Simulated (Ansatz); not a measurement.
What does this script print? It uses the Python package of Ansatz (0.2.0).

Script `nisb_edit.py`:
```python
# -*- coding: utf-8 -*-
"""Keys set on an Input object, for NiSb."""

from dataclasses import dataclass
import warnings

import ansatz as az


@dataclass
class Options:
    smearing: str = "fermi_dirac"
    sigma: float = 0.1
    ecut: int = 320
    kgrid: tuple[int, ...] = (4, 4, 3)
    functional: str = "PBE"
    dispersion: str = "d3bjatm"


opts = Options()


def main():
    warnings.simplefilter("ignore", az.DeckWarning)

    lattice = az.Lattice.of(
        (3.928, 0.0, 0.0),
        (-1.964, 3.40174779, 0.0),
        (0.0, 0.0, 5.12),
    )
    sites = [
        ("Ni", (0.0, 0.0, 0.0), 1.0),
        ("Ni", (0.0, 0.0, 0.5), -1.0),
        ("Sb", (1 / 3, 2 / 3, 0.25), 0.0),
        ("Sb", (2 / 3, 1 / 3, 0.75), 0.0),
    ]
    xtal = az.Crystal(lattice=lattice)
    for symbol, position, moment in sites:
        xtal = xtal.atom(symbol, position, moment=moment or None)

    model = (
        xtal.calculation()
        .pseudopotentials("paw")
        .occupations(opts.smearing, width=opts.sigma)
        .basis(opts.ecut)
        .kpoints(*opts.kgrid)
        .spin("collinear")
        .functional(opts.functional, dispersion=opts.dispersion)
        .band_table()
    )
    typed = model.input()
    rows = []
    for value in [1, 2, 3]:
        edited = typed.set(az.key.basis.xc_grid, value)
        summary = az.Session.from_dict(edited).plan().execute().report
        rows.append((value, summary["free_energy_ev"], summary["n_iterations"], len(summary["eigenvalues_ev"][0]) if "eigenvalues_ev" in summary else 0))
    print("       xc grid            F eV      iterations    bands listed")
    for row in rows:
        print(f"{str(row[0]):>14s}  {row[1]:14.5f}  {row[2]:14d}  {row[3]:14d}")


if __name__ == "__main__":
    main()
```

Output of `python nisb_edit.py`:
```text
RunWarning: the starting moments were not kept: the SCF closed with an absolute magnetisation of 4.1e-7 μB, where they sum to 2 μB in size (2 sites). That is at most 0.1 of that sum. Measured as [...]
       xc grid            F eV      iterations    bands listed
             1    -24651.18657              14              41
             2    -24651.18658              14              41
             3    -24651.18659              14              41
```
(Warnings from the package without file and line, shortened, repeats left out.)

What to keep in mind:
- The settings weren't tested for convergence.
- The cutoff lies under the one recommended for these potentials.
- The SCF didn't keep the moments it started from (some shrank, vanished or turned); what is printed is the state reached.
- Dispersion corrections can be off by several per cent in the lattices of metals, and by several GPa in the pressure at a fixed cell.
- The mesh is modest for a metal, so energies can be off by several to tens of meV an atom and pressures by half a GPa or more; differences at equal mesh fare better.
- The starting cell is as deposited in a crystallographic database; the results hold for this polymorph, which needn't be the stable one.
- The script silences the warnings on its input, which a real study should read.
- The whole script took 28 s on 1 thread of Arm Neoverse V1, with other jobs on the host, peak memory 0.42 GiB.
